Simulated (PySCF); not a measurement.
# [Eu(H2O)8]3+: other functionals and bases at one geometry

The task here is to estimate one member of a computed series from the others.

Program: PySCF 2.14.0. Level of theory: several levels, as the steps say, no spin–orbit coupling. These are calculated values, not measurements.

3 further runs of the same task are left out: 2 for a known fault of the program, 1 that didn't finish.

### The starting structure

25 atoms, charge 3, spin multiplicity 1.

Bond lengths: Eu1–O2 2.468 Å, Eu1–O5 2.468 Å, Eu1–O8 2.468 Å, Eu1–O11 2.468 Å, Eu1–O14 2.468 Å, Eu1–O17 2.468 Å, Eu1–O20 2.468 Å, Eu1–O23 2.468 Å, O2–H3 0.981 Å, O2–H4 0.981 Å, O5–H6 0.981 Å, O5–H7 0.981 Å, O8–H9 0.981 Å, O8–H10 0.981 Å, O11–H12 0.981 Å, O11–H13 0.981 Å, O14–H15 0.981 Å, O14–H16 0.981 Å and more. Angles: O2–Eu1–O5 72.8°, O2–Eu1–O8 114.0°, O2–Eu1–O11 72.8°, O2–Eu1–O14 78.4°, O2–Eu1–O17 142.6°, O2–Eu1–O20 142.5°, O2–Eu1–O23 78.4°, O5–Eu1–O8 72.8°, O5–Eu1–O11 114.0°, O5–Eu1–O14 78.4°, O5–Eu1–O17 78.4°, O5–Eu1–O20 142.6°, O5–Eu1–O23 142.5°, O8–Eu1–O11 72.8°, O8–Eu1–O14 142.5°, O8–Eu1–O17 78.4°, O8–Eu1–O20 78.4°, O8–Eu1–O23 142.6° and more.

Geometry (Å):

| atom | x (Å) | y (Å) | z (Å) |
| --- | --- | --- | --- |
| Eu1 | 0.0000 | 0.0000 | 0.0005 |
| O2 | 2.0702 | 0.0084 | 1.3440 |
| H3 | 2.2677 | 0.5811 | 2.1160 |
| H4 | 2.8758 | -0.5390 | 1.2233 |
| O5 | -0.0084 | 2.0702 | 1.3440 |
| H6 | -0.5811 | 2.2677 | 2.1160 |
| H7 | 0.5390 | 2.8758 | 1.2233 |
| O8 | -2.0702 | -0.0084 | 1.3440 |
| H9 | -2.2677 | -0.5811 | 2.1160 |
| H10 | -2.8758 | 0.5390 | 1.2233 |
| O11 | 0.0084 | -2.0702 | 1.3440 |
| H12 | 0.5811 | -2.2677 | 2.1160 |
| H13 | -0.5390 | -2.8758 | 1.2233 |
| O14 | 1.4566 | 1.4712 | -1.3434 |
| H15 | 2.4131 | 1.6551 | -1.2249 |
| H16 | 1.1890 | 2.0153 | -2.1151 |
| O17 | -1.4712 | 1.4566 | -1.3434 |
| H18 | -1.6551 | 2.4131 | -1.2249 |
| H19 | -2.0153 | 1.1890 | -2.1151 |
| O20 | -1.4566 | -1.4712 | -1.3434 |
| H21 | -2.4131 | -1.6551 | -1.2249 |
| H22 | -1.1890 | -2.0153 | -2.1151 |
| O23 | 1.4712 | -1.4566 | -1.3434 |
| H24 | 1.6551 | -2.4131 | -1.2249 |
| H25 | 2.0153 | -1.1890 | -2.1151 |

Formal oxidation states: Eu +3. Each metal's 6 4f electrons lie in its core potential, so multiplicities, spins and levels count the valence alone. An earlier session relaxed this geometry at TPSS, Eu lcecp-1-SVP with ECP52, O def2-SVP, H def2-SVP (singlet, point group S8).

At TPSS on the finer grid: E = -645.616854 Eh, HOMO -19.34 eV, LUMO -12.21 eV, Mulliken charge on Eu1 +0.83 e, largest force component 0.014 eV/Å. 

Levels to run: TPSSh; M06-L; wB97X; revPBE. Hardware: 4 threads of Arm Neoverse V2, shared host.

Set-up of the first run:

Input file run.py (the lines that set the calculation):

```python
mol = gto.M(atom='''
Eu     0.00000     0.00000     0.00050
O      2.07024     0.00840     1.34397
H      2.26774     0.58112     2.11597
H      2.87581    -0.53902     1.22331
O     -0.00840     2.07024     1.34397
H     -0.58112     2.26774     2.11597
H      0.53902     2.87581     1.22331
O     -2.07024    -0.00840     1.34397
H     -2.26774    -0.58112     2.11597
H     -2.87581     0.53902     1.22331
O      0.00840    -2.07024     1.34397
H      0.58112    -2.26774     2.11597
H     -0.53902    -2.87581     1.22331
O      1.45661     1.47125    -1.34335
H      2.41310     1.65507    -1.22487
H      1.18898     2.01530    -2.11515
O     -1.47125     1.45661    -1.34335
H     -1.65507     2.41310    -1.22487
H     -2.01530     1.18898    -2.11515
O     -1.45661    -1.47125    -1.34335
H     -2.41310    -1.65507    -1.22487
H     -1.18898    -2.01530    -2.11515
O      1.47125    -1.45661    -1.34335
H      1.65507    -2.41310    -1.22487
H      2.01530    -1.18898    -2.11515''',
    basis={'Eu': 'lcecp-1-SVP', 'O': 'def2-SVP', 'H': 'def2-SVP'},
    ecp={'Eu': 'lcecp-1-SVP'},
    charge=3, spin=0)
mf = dft.RKS(mol, xc='TPSSH')
mf.grids.atom_grid = (75, 302)  # f atoms: unpruned, at least (60, 302)
mf = mf.density_fit()  # fitting sets: Eu AutoAux, O def2-universal-JKFIT, H def2-universal-JKFIT
mf.conv_tol = 1e-08; mf.max_cycle = 55
mf.kernel(dm0)  # dm0: the density of the relaxed state
```

Started as:

```sh
$ OMP_NUM_THREADS=4 python run.py
```

Steps of the session up to this table: TPSSh; M06-L; wB97X; revPBE.

One of the session's tables, all rows but one given; the rest of the session is left out.

| level | HOMO (eV) | gap (eV) | charge on Eu1 (e) | largest force component (eV/Å) |
| --- | --- | --- | --- | --- |
| TPSS (relaxed here) | -19.34 | 7.13 | 0.83 | 0.01 |
| TPSSh | -20.09 | 8.24 | 0.94 | 0.19 |
| M06-L | -19.72 | 7.54 | 1.18 | 0.45 |
| wB97X | ? | ? | ? | ? |
| revPBE | -19.17 | 6.84 | 0.78 | 0.11 |

**Question.** Estimate the row for wB97X.

**Answer.** HOMO (eV): -23.73; gap (eV): 14.40; charge on Eu1 (e): 0.93; largest force component (eV/Å): 0.45. In the column «HOMO (eV)» it is the lowest.

In one basis the HOMO–LUMO gap runs from 6.84 eV (revPBE) to 14.40 eV (wB97X). The largest leftover force, 0.45 eV/Å with wB97X, stands at a geometry relaxed at another level. With 4f in the core, its levels are missing from HOMO and gap, and its count is fixed, so no charge can pass from the ligands into it. Total energies of different levels can't be compared.
